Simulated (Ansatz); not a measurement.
# H2 + SiH3O radical: a complex and its separated parts

Aim: how far the complex at one end of a reaction step lies below its separated, relaxed parts, level by level.

Method: PBE0-D4/def2-TZVP structures, single points in def2-TZVPP, no counterpoise correction; program: Ansatz 0.2.0, Gaussian basis.

Levels: SPW92, PBE-D4, BLYP-D4, r2SCAN-D4, B97M-V, PBE0-D4, B3LYP-D4, r2SCAN0-D4, BHLYP-D4, CAM-B3LYP-D4, wB97X-V, wB97M-V, B2PLYP, PBE-QIDH, RPA on PBE, Hartree-Fock, MP2, CCSD, CCSD(T).

Cores are frozen in the correlated methods. Orbitals are unrestricted. B3LYP uses VWN-RPA correlation. B2PLYP carries no dispersion term here.

93 further runs of the same task are left out: 1 that didn't finish, 92 set aside as unsound or not needed.

### Step 1. The starting structure

The complex: 7 atoms, charge 0, spin multiplicity 2.

Atoms are counted from 1 here; the program's logs count them from 0.

Bond lengths: H1–H4 0.748 Å, O2–Si3 1.658 Å, Si3–H5 1.485 Å, Si3–H6 1.493 Å, Si3–H7 1.485 Å. Angles: O2–Si3–H5 112.5°, O2–Si3–H6 100.3°, O2–Si3–H7 112.5°, H5–Si3–H6 110.4°, H5–Si3–H7 110.2°, H6–Si3–H7 110.4°.

Coordinates:

```xyz
7

H    -1.0454   -1.5131   -1.4437
O    -0.1468   -0.9702    0.8303
Si    0.4304    0.5747    0.6601
H    -1.0784   -1.1257   -2.0825
H    -0.6391    1.5479    0.3220
H     0.9428    0.8229    2.0405
H     1.5366    0.6636   -0.3267
```

Its parts: H2 holds atoms 1, 4; SiH3O radical holds atoms 2, 3, 5, 6, 7. Each part counts its atoms afresh in its own runs.

### Step 2. Relaxing H2 alone

Contents of relax-a/in.yaml:

```yaml
crystal:
  periodic: [false, false, false]
  atoms:
    - {symbol: H, position_ang: [-1.045417, -1.513126, -1.443679]}
    - {symbol: H, position_ang: [-1.078387, -1.125711, -2.082451]}
basis:
  gaussian: {orbitals: def2-TZVP}
hamiltonian: {xc: pbe0, dispersion: d4}
relax: {f_tol: 0.005, max_steps: 200}
```

On the command line:

```
ansatz run in.yaml --threads 2 --pin off --events-out ev --progress --plain --max-ram 4352MiB
```

After this run come: Relaxing SiH3O radical alone; SPW92/def2-TZVPP; PBE-D4/def2-TZVPP; BLYP-D4/def2-TZVPP; r2SCAN-D4/def2-TZVPP; B97M-V/def2-TZVPP; PBE0-D4/def2-TZVPP; B3LYP-D4/def2-TZVPP; r2SCAN0-D4/def2-TZVPP; BHLYP-D4/def2-TZVPP; CAM-B3LYP-D4/def2-TZVPP; wB97X-V/def2-TZVPP; wB97M-V/def2-TZVPP; B2PLYP/def2-TZVPP; PBE-QIDH/def2-TZVPP; RPA on PBE/def2-TZVPP; CCSD(T)/def2-TZVPP; Vibrations of H2; Vibrations of SiH3O radical.

What does the calculation give? Wanted: complex less parts, CCSD(T)/def2-TZVPP; with zero-point energy; largest T1 diagnostic.

As calculated:

```
                              quantity         value
complex less parts, CCSD(T)/def2-TZVPP  -2.15 kJ/mol
                with zero-point energy  +1.68 kJ/mol
                 largest T1 diagnostic         0.020
```

What this shows: At CCSD(T) the complex lies 2.15 kJ/mol below its parts. Among the functionals PBE-QIDH lands nearest to CCSD(T) (+0.39 kJ/mol) and SPW92 farthest (-6.54 kJ/mol). By rung, the mean size of the error is: LDA 6.54, GGA 1.87, meta-GGA 1.14, hybrid 1.11, range-separated hybrid 1.08, double hybrid 0.65 kJ/mol. PBE-D4 gives a relative energy 2.58 kJ/mol too low, an error of 120 % of the reference. No counterpoise was applied, and triple zeta lacks some correlation, so the CCSD(T) reference has a basis error of its own, and close matches with it are partly luck.
